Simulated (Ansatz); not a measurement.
# AlH3Se3: rigid scan of one bond length in Python

Program: Ansatz 0.2.0 through its Python package. Level of theory: PBE0/def2-SVP. These are calculated values, not measurements.

### Step 1. The structure

Bond lengths: Se1–Al2 2.340 Å, Al2–Se3 2.375 Å, Al2–Se4 2.431 Å, Se1–H5 1.567 Å, Se3–H6 1.556 Å, Se4–H7 1.514 Å. Angles: Se1–Al2–Se3 119.4°, Se1–Al2–Se4 121.8°, Se3–Al2–Se4 118.9°, Al2–Se1–H5 91.7°, Al2–Se3–H6 91.5°, Al2–Se4–H7 90.4°.

The script holds or builds the structure itself.

### Step 2. The code

run_scan.py reads:

```python
"""Potential curve of AlH3Se3 along one bond."""

import warnings

import ansatz as az
import numpy as np


def main() -> None:
    warnings.simplefilter("ignore", az.DeckWarning)

    geometry_ang = [
        ("Se", (-2.4341, 0.0407, 0.2621)),
        ("Al", (-0.1962, -0.6344, 0.1546)),
        ("Se", (1.1494, -0.5208, 2.1078)),
        ("Se", (0.8092, -1.4056, -1.9197)),
        ("H", (-2.0585, 1.5102, -0.1311)),
        ("H", (1.6059, 0.925, 1.7576)),
        ("H", (1.1856, 0.0169, -2.277)),
    ]
    geometry = az.Crystal.molecule()
    for symbol, xyz in geometry_ang:
        geometry = geometry.atom(symbol, xyz)

    symbols = [site.symbol for site in geometry.cartesian_sites]
    start = np.array([site.position_ang for site in geometry.cartesian_sites])
    axis = (start[4] - start[0]) / np.linalg.norm(start[4] - start[0])
    moving = [4]
    lengths, energies = [1.379, 1.442, 1.504, 1.567, 1.63, 1.692, 1.755, 1.849], []
    for length in lengths:
        xyz = start.copy()
        xyz[moving] += (length - np.linalg.norm(start[4] - start[0])) * axis
        point = az.Crystal.molecule()
        for symbol, xyz in zip(symbols, xyz):
            point = point.atom(symbol, xyz.tolist())
        setup = (
            point.calculation()
            .basis(gaussian="def2-SVP")  # atom-centred Gaussian functions
            .functional("pbe0")
        )
        summary = setup.run(threads=1, backend="cpu").report
        energies.append(summary["free_energy_ev"])
        print(f"r = {length:6.3f} A  E = {energies[-1]:.5f} eV  <S^2> = {abs(summary['mean_field']['state']['spin_squared']):.3f}")

    # quartic fit about the minimum
    fit = np.polynomial.Polynomial.fit(lengths, np.array(energies) - min(energies), 4).convert()
    roots = [r.real for r in fit.deriv().roots() if abs(r.imag) < 1e-9 and fit.deriv(2)(r.real) > 0]
    r_e = min(roots, key=lambda r: abs(r - lengths[int(np.argmin(energies))]))
    print(f"minimum of the fit at {r_e:.4f} A, force constant {fit.deriv(2)(r_e):.2f} eV/A^2")


if __name__ == "__main__":
    main()
```

### Step 3. The input behind the calls

The package turns the script's settings into the engine's input (first run):

```yaml
crystal:
  periodic: [false, false, false]
  atoms:
    - { symbol: Se, position_ang: [-2.4341, 0.0407, 0.2621] }
    - { symbol: Al, position_ang: [-0.1962, -0.6344, 0.1546] }
    - { symbol: Se, position_ang: [1.1494, -0.5208, 2.1078] }
    - { symbol: Se, position_ang: [0.8092, -1.4056, -1.9197] }
    - { symbol: H, position_ang: [-2.1035370249238237, 1.3339968367264132, -0.08395261395088512] }
    - { symbol: H, position_ang: [1.6059, 0.925, 1.7576] }
    - { symbol: H, position_ang: [1.1856, 0.0169, -2.277] }
basis:
  gaussian:
    orbitals: def2-SVP
hamiltonian:
  xc: pbe0
```

### Step 4. Launch

Launch:

```
> python run_scan.py
```

**Question.** How long does this script take on 1 thread of AMD EPYC 9R45 (Zen 5), shared host, and how much memory does it need?

About 24 s, with a peak of 0.44 GiB.
